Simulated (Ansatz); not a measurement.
# Al2BN3: the cost of one run

Computed with Ansatz 0.2.0 (DFT PBE, scalar-relativistic, plane waves, PAW, unless a step's input says otherwise).

### 1 The system as given

It takes space group R-3m (No. 166, trigonal). Conventional cell: a = 4.444 Å, b = 4.444 Å, c = 12.959 Å, α = 90.00°, β = 90.00°, γ = 120.00°. Around Al (site symmetry 3m) lie 1 B at 2.27 Å and 3 N at 2.42 Å and 3 Al at 2.57 Å. B (site symmetry -3m) is surrounded by 6 N at 2.22 Å and 2 Al at 2.27 Å. N (site symmetry 2/m) is surrounded by 4 N at 2.22 Å and 2 B at 2.22 Å and 2 Al at 2.42 Å.

As a file:

```cif
data_structure
_symmetry_space_group_name_H-M 'R-3m:H'
_symmetry_Int_Tables_number 166
_cell_length_a 4.4436
_cell_length_b 4.4436
_cell_length_c 12.9590
_cell_angle_alpha 90.000
_cell_angle_beta 90.000
_cell_angle_gamma 120.000
_cell_volume 221.61
loop_
_atom_site_label
_atom_site_type_symbol
_atom_site_symmetry_multiplicity
_atom_site_Wyckoff_symbol
_atom_site_fract_x
_atom_site_fract_y
_atom_site_fract_z
_atom_site_occupancy
Al1 Al 6 c 0.00000 0.00000 0.32488 1
B1 B 3 b 0.33333 0.66667 0.16667 1
N1 N 9 d 0.83333 0.66667 0.16667 1
```

A structure generator made this guess: random cell by space group and Wyckoff sites (R-3m, No. 166). Its size is a rough estimate.

### 2 Probe: one point on a coarse mesh

input.yaml reads:

```yaml
crystal:
  lattice:
    - [2.22182066, 1.28276875, 4.3196743]
    - [-2.22182066, 1.28276875, 4.3196743]
    - [0.0, -2.56553751, 4.3196743]
  atoms:
    - { symbol: Al, position: [0.32488284, 0.32488284, 0.32488284] }
    - { symbol: Al, position: [0.67511716, 0.67511716, 0.67511716] }
    - { symbol: B, position: [0.5, 0.5, 0.5] }
    - { symbol: "N", position: [0.0, 0.0, 0.5] }
    - { symbol: "N", position: [0.5, 0.0, 0.0] }
    - { symbol: "N", position: [0.0, 0.5, 0.0] }
basis:
  ecutwfc: 420
kpoints:
  mp_grid: { grid: [6, 6, 6] }
hamiltonian:
  xc: pbe
scf:
  occupations: { method: gaussian, width: 0.1 }
  lower_state_search: "off"
output:
  forces: true
  stress: true
  eigenvalues: true
```

Started as:

```bash
$ ansatz run input.yaml --threads 1 --pin off --max-ram 2560MiB --backend cpu --events-out ev --progress --plain --runs-dir out
```

Q: Estimate wall time and peak memory on 1 thread of Arm Neoverse V1, shared host.

About 2.7 s, with a peak of 0.34 GiB.
